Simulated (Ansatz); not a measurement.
# HfHCl₃ + H₂O: a complex and its separated parts, part 3 of 3

Ansatz 0.2.0, Gaussian basis. Earlier steps stand in the parts before.

## Step 17: PBE-QIDH/def2-TZVPP

The inputs:

parta/in.yaml

```yaml
crystal:
  periodic: [false, false, false]
  atoms:
    - {symbol: Hf, position_ang: [-0.411908, 0.590835, -0.783291]}
    - {symbol: Cl, position_ang: [1.041563, -1.059484, -1.518483]}
    - {symbol: Cl, position_ang: [-2.457466, -0.240425, -0.074950]}
    - {symbol: Cl, position_ang: [-0.605578, 2.366788, -2.261193]}
    - {symbol: H, position_ang: [0.367637, 1.290694, 0.710993]}
basis:
  gaussian: {orbitals: def2-TZVPP}
hamiltonian: {xc: {name: PBE-QIDH}}
```

partb/in.yaml

```yaml
crystal:
  periodic: [false, false, false]
  atoms:
    - {symbol: O, position_ang: [0.348335, -0.906518, 1.136178]}
    - {symbol: H, position_ang: [0.740426, -0.446849, 1.881673]}
    - {symbol: H, position_ang: [0.977090, -1.594942, 0.909172]}
basis:
  gaussian: {orbitals: def2-TZVPP}
hamiltonian: {xc: {name: PBE-QIDH}}
```

Each run has its own folder and the same command.

Run with:

```console
$ ansatz run in.yaml --threads 8 --pin off --events-out ev --progress --plain --max-ram 19148MiB
```

Output in parta (excerpt; [...] marks lines left out):

```text
Functional definition: PBE-QIDH
  name "PBE-QIDH"
  cite "Brémond, Sancho-García, Pérez-Jiménez & Adamo, J. Chem. Phys. 141, 031101 (2014) doi:10.1063/1.4890314"
  cite "Perdew, Burke & Ernzerhof, Phys. Rev. Lett. 77, 3865 (1996) doi:10.1103/PhysRevLett.77.3865"
[...]
1189 factors; integrals over basis functions are off by at most 6.6e-4 eV
[...]
mean field -38867.90764576 eV, -1428.3692603677 hartree, gradient 8.6e-6 eV, S^2 0.000000; 0 other end points of the search recorded, 0 dependent functions left out
15 core orbitals not correlated: weight in the atoms' cores, before any rotation towards them, 1.000 or more for the frozen orbitals, at most 0.000 for the correlated occupied ones
reference -38867.90765858 eV, -1428.3692608387 hartree; 17, 17 occupied and 164, 164 virtual orbitals, 1189 factors
second order -27.06497885 eV of doubles, -0.00000000 eV of singles
Total energy: -38876.92931819 eV, -1428.7008007145 hartree
```

Output in partb (excerpt; [...] marks lines left out):

```text
[... 4 set-up lines as earlier in the session ...]
[...]
361 factors; integrals over basis functions are off by at most 7.6e-4 eV
[...]
mean field -2075.58435364 eV, -76.2763181146 hartree, gradient 2.2e-6 eV, S^2 0.000000; 0 other end points of the search recorded, 0 dependent functions left out
1 core orbitals not correlated: weight in the atoms' cores, before any rotation towards them, 1.000 or more for the frozen orbitals, at most 0.000 for the correlated occupied ones
reference -2075.58435913 eV, -76.2763183165 hartree; 4, 4 occupied and 54, 54 virtual orbitals, 361 factors
second order -7.85899169 eV of doubles, -0.00000000 eV of singles
Total energy: -2078.20402303 eV, -76.3725891890 hartree
```

They took 2 s (parta), 0.2 s (partb) on 8 threads of Arm Neoverse V2, shared host.

## Step 18: RPA on PBE/def2-TZVPP

Each input of step 17 (parta, partb) changes in the same lines:

```diff
-hamiltonian: {xc: {name: PBE-QIDH}}
+hamiltonian: {xc: pbe}
+correlation: {method: rpa}
```

One command serves all of them, each in its own folder.

Run with:

```console
$ ansatz run in.yaml --threads 8 --pin off --events-out ev --progress --plain --max-ram 19148MiB
```

Output in parta (excerpt; [...] marks lines left out):

```text
[... 4 set-up lines as earlier in the session ...]
[...]
1189 factors; integrals over basis functions are off by at most 6.6e-4 eV
[...]
mean field -38883.69927509 eV, -1428.9495920415 hartree, gradient 3.0e-6 eV, S^2 0.000000; 0 other end points of the search recorded, 0 dependent functions left out
15 core orbitals not correlated: weight in the atoms' cores, before any rotation towards them, 1.000 or more for the frozen orbitals, at most 0.000 for the correlated occupied ones
reference -38824.89723932 eV, -1426.7886570846 hartree; 17, 17 occupied and 164, 164 virtual orbitals, 1189 factors
Total energy: -38863.13512420 eV, -1428.1938734352 hartree
```

Log of partb (excerpt; [...] marks lines left out):

```text
[... 4 set-up lines as earlier in the session ...]
[...]
361 factors; integrals over basis functions are off by at most 7.6e-4 eV
[...]
mean field -2078.40755372 eV, -76.3800688041 hartree, gradient 2.1e-6 eV, S^2 0.000000; 0 other end points of the search recorded, 0 dependent functions left out
1 core orbitals not correlated: weight in the atoms' cores, before any rotation towards them, 1.000 or more for the frozen orbitals, at most 0.000 for the correlated occupied ones
reference -2069.53696509 eV, -76.0540806846 hartree; 4, 4 occupied and 54, 54 virtual orbitals, 361 factors
Total energy: -2080.48260300 eV, -76.4563254584 hartree
```

They took 1.9 s (parta), 0.2 s (partb) on 8 threads of Arm Neoverse V2, shared host.

## Step 19: CCSD(T)/def2-TZVPP

Each input of step 18 (parta, partb) changes in the same lines:

```diff
-hamiltonian: {xc: pbe}
-correlation: {method: rpa}
+correlation: {method: ccsd_t}
```

One command serves all of them, each in its own folder.

Run with:

```console
$ ansatz run in.yaml --threads 8 --pin off --events-out ev --progress --plain --max-ram 19148MiB
```

Output in parta (excerpt; [...] marks lines left out):

```text
Functional definition: HF
  name "HF"
  cite "Fock, Z. Phys. 61, 126 (1930) doi:10.1007/BF01340294"
[... 1 set-up line as earlier in the session ...]
[...]
1189 factors; integrals over basis functions are off by at most 6.6e-4 eV
[...]
mean field -38826.64340950 eV, -1426.8528276551 hartree, gradient 2.3e-6 eV, S^2 0.000000; 0 other end points of the search recorded, 0 dependent functions left out
15 core orbitals not correlated: weight in the atoms' cores, before any rotation towards them, 1.000 or more for the frozen orbitals, at most 0.000 for the correlated occupied ones
reference -38826.64340950 eV, -1426.8528276551 hartree; 17, 17 occupied and 164, 164 virtual orbitals, 1189 factors
second order -23.91238027 eV of doubles, -0.00000000 eV of singles
cycle   1  -24.48909158 eV  change   -5.8e-1 eV  update   1.3e-1
[...]
cycle   9  -25.14126871 eV  change   -4.2e-5 eV  update   2.9e-5
perturbative correction -1.11943589 eV, -0.0411385103 hartree
Total energy: -38852.90411411 eV, -1427.8178907492 hartree
```

Log of partb (excerpt; [...] marks lines left out):

```text
[... 4 set-up lines as earlier in the session ...]
[...]
361 factors; integrals over basis functions are off by at most 7.6e-4 eV
[...]
mean field -2069.76241088 eV, -76.0623656645 hartree, gradient 3.6e-6 eV, S^2 0.000000; 0 other end points of the search recorded, 0 dependent functions left out
1 core orbitals not correlated: weight in the atoms' cores, before any rotation towards them, 1.000 or more for the frozen orbitals, at most 0.000 for the correlated occupied ones
reference -2069.76241088 eV, -76.0623656645 hartree; 4, 4 occupied and 54, 54 virtual orbitals, 361 factors
second order -7.10556648 eV of doubles, -0.00000000 eV of singles
cycle   1  -7.11162803 eV  change   -6.1e-3 eV  update   4.1e-2
[...]
cycle   8  -7.26608375 eV  change    3.6e-6 eV  update   7.2e-6
perturbative correction -0.20740329 eV, -0.0076219302 hartree
Total energy: -2077.23589792 eV, -76.3370112474 hartree
```

Wall times: 28 s (parta), 0.2 s (partb) on 8 threads of Arm Neoverse V2, shared host; peak memory 2.4 GiB.

## Step 20: Vibrations of HfHCl₃

File vib-parta/in.yaml:

```yaml
crystal:
  periodic: [false, false, false]
  atoms:
    - {symbol: Hf, position_ang: [-0.411908, 0.590835, -0.783291]}
    - {symbol: Cl, position_ang: [1.041563, -1.059484, -1.518483]}
    - {symbol: Cl, position_ang: [-2.457466, -0.240425, -0.074950]}
    - {symbol: Cl, position_ang: [-0.605578, 2.366788, -2.261193]}
    - {symbol: H, position_ang: [0.367637, 1.290694, 0.710993]}
basis:
  gaussian: {orbitals: def2-TZVP}
hamiltonian: {xc: pbe0, dispersion: d4}
phonons: {temperatures: {t_min: 298.15, t_max: 900, t_step: 200}}
```

Run with:

```console
$ ansatz run in.yaml --threads 8 --pin off --events-out ev --progress --plain --max-ram 19148MiB
```

Standard output (excerpt; [...] marks lines left out):

```text
[... 5 set-up lines as earlier in the session ...]
[...]
1241 factors; their error is unknown
[...]
mean field -38885.77791377 eV, -1429.0259806042 hartree, gradient 4.1e-5 eV, S^2 0.000000; 0 other end points of the search recorded, 0 dependent functions left out
[...]
Atom 2 at    -2.457466    -0.240425    -0.074950 Å, force     0.002051     0.002015    -0.001137 eV/Å
Atom 3 at    -0.605578     2.366788    -2.261193 Å, force    -0.000766     0.001214    -0.001426 eV/Å
Atom 4 at     0.367637     1.290694     0.710993 Å, force     0.000565    -0.000734    -0.000050 eV/Å
Dipole moment:    -0.015680    -0.013878    -0.030655 e Å
Vibrations: 87.00 93.70 93.87 381.62 381.82 382.97 524.06 524.19 1787.76 cm⁻¹, zero-point energy 0.263899 eV
```

It took 29 s on 8 threads of Arm Neoverse V2, shared host.

The modes, with what each moves most:

| mode | wavenumber (cm⁻¹) | character |
| --- | --- | --- |
| 1 | 87 | bend |
| 2 | 94 | bend |
| 3 | 94 | bend |
| 4 | 382 | Hf–Cl stretch |
| 5 | 382 | Hf–Cl stretch |
| 6 | 383 | Hf–Cl stretch |
| 7 | 524 | bend |
| 8 | 524 | bend |
| 9 | 1788 | Hf–H stretch |

Vibrational sums (real modes only):

| T (K) | entropy (J/mol/K) | heat capacity (J/mol/K) |
| --- | --- | --- |
| 298 | 63.5 | 53.6 |
| 498 | 93.5 | 62.4 |
| 698 | 115.3 | 66.6 |
| 898 | 132.4 | 69.1 |

## Step 21: Vibrations of H₂O

File vib-partb/in.yaml:

```yaml
crystal:
  periodic: [false, false, false]
  atoms:
    - {symbol: O, position_ang: [0.348335, -0.906518, 1.136178]}
    - {symbol: H, position_ang: [0.740426, -0.446849, 1.881673]}
    - {symbol: H, position_ang: [0.977090, -1.594942, 0.909172]}
basis:
  gaussian: {orbitals: def2-TZVP}
hamiltonian: {xc: pbe0, dispersion: d4}
phonons: {temperatures: {t_min: 298.15, t_max: 900, t_step: 200}}
```

Run with:

```console
$ ansatz run in.yaml --threads 8 --pin off --events-out ev --progress --plain --max-ram 19148MiB
```

Standard output (excerpt; [...] marks lines left out):

```text
[... 5 set-up lines as earlier in the session ...]
[...]
239 factors; their error is unknown
[...]
mean field -2078.33307681 eV, -76.3773318278 hartree, gradient 1.2e-5 eV, S^2 0.000000; 0 other end points of the search recorded, 0 dependent functions left out
[...]
Total energy: -2078.33734664 eV, -76.3774887413 hartree
Atom 0 at     0.348335    -0.906518     1.136178 Å, force     0.000066    -0.000015     0.000034 eV/Å
Atom 1 at     0.740426    -0.446849     1.881673 Å, force    -0.000037     0.000028     0.000001 eV/Å
Atom 2 at     0.977090    -1.594942     0.909172 Å, force    -0.000029    -0.000013    -0.000034 eV/Å
Dipole moment:     0.376413    -0.084348     0.191181 e Å
Vibrations: 1622.88 3851.64 3959.36 cm⁻¹, zero-point energy 0.584826 eV
```

Run time: 0.5 s. Hardware: 8 threads of Arm Neoverse V2, shared host.

The modes, with what each moves most:

| mode | wavenumber (cm⁻¹) | character |
| --- | --- | --- |
| 1 | 1623 | bend |
| 2 | 3852 | O–H stretch |
| 3 | 3959 | O–H stretch |

Vibrational sums (real modes only):

| T (K) | entropy (J/mol/K) | heat capacity (J/mol/K) |
| --- | --- | --- |
| 298 | 0.0 | 0.2 |
| 498 | 0.4 | 1.7 |
| 698 | 1.4 | 3.9 |
| 898 | 2.6 | 6.1 |

## Step 22: Complex less separated parts

The complex's own energies come from single points at the same levels.

Rows are in def2-TZVPP; times add the 3 runs of a level on a shared host, so small differences are noise.

Differences are taken before rounding.

| method | rung | complex less parts (eV) | from CCSD(T) (eV) | time |
| --- | --- | --- | --- | --- |
| SPW92 | LDA | -1.081 | -0.223 | 1.6 s |
| PBE-D4 | GGA | -0.775 | +0.083 | 2.4 s |
| BLYP-D4 | GGA | -0.712 | +0.146 | 2.6 s |
| r2SCAN-D4 | meta-GGA | -0.853 | +0.005 | 6 s |
| B97M-V | meta-GGA | -0.857 | +0.001 | 10 s |
| PBE0-D4 | hybrid | -0.814 | +0.044 | 3.7 s |
| B3LYP-D4 | hybrid | -0.766 | +0.092 | 3.4 s |
| r2SCAN0-D4 | hybrid | -0.871 | -0.014 | 6.3 s |
| BHLYP-D4 | hybrid | -0.842 | +0.016 | 3.3 s |
| CAM-B3LYP-D4 | range-separated hybrid | -0.840 | +0.018 | 3.9 s |
| wB97X-V | range-separated hybrid | -0.844 | +0.014 | 9.2 s |
| wB97M-V | range-separated hybrid | -0.864 | -0.006 | 11 s |
| B2PLYP | double hybrid | -0.748 | +0.110 | 5.8 s |
| PBE-QIDH | double hybrid | -0.850 | +0.008 | 6 s |
| RPA on PBE | RPA | -0.799 | +0.059 | 5.7 s |
| Hartree-Fock | wavefunction | -0.643 | +0.215 |  |
| MP2 | wavefunction | -0.883 | -0.025 |  |
| CCSD | wavefunction | -0.832 | +0.026 |  |
| CCSD(T) | wavefunction | -0.858 | 0 | 2.8 min |

Among the levels timed on like hardware and quicker than the yardstick, those that no quicker one beats, quickest first: SPW92 (1.6 s, -0.223 eV); PBE-D4 (2.4 s, +0.083 eV); BHLYP-D4 (3.3 s, +0.016 eV); r2SCAN-D4 (6 s, +0.005 eV); B97M-V (10 s, +0.001 eV).

B97M-V reaches 0.001 eV from the reference in 10 s, where CCSD(T) took 2.8 min; the quickest level in the cost chart, SPW92, takes 1.6 s and misses by 0.223 eV.

The complex's zero-point energy, from a separate PBE0-D4 run, is 0.947 eV.

## Step 23: Summary of results

This closing draws on all 3 parts.

| quantity | value |
| --- | --- |
| complex less parts, CCSD(T)/def2-TZVPP | -0.858 eV |
| with zero-point energy | -0.760 eV |
| largest T1 diagnostic | 0.014 |

In words: At CCSD(T) the complex lies 0.858 eV below its parts. Among the functionals B97M-V lands nearest to CCSD(T) (+0.001 eV) and SPW92 farthest (-0.223 eV). By rung, the mean size of the error is: LDA 0.223, GGA 0.114, meta-GGA 0.003, hybrid 0.042, range-separated hybrid 0.013, double hybrid 0.059 eV. PBE-D4 gives a relative energy 0.083 eV too high, outside chemical accuracy (1 kcal/mol, 0.043 eV). No counterpoise was applied, and triple zeta lacks some correlation, so the CCSD(T) reference has a basis error of its own, and close matches with it are partly luck.
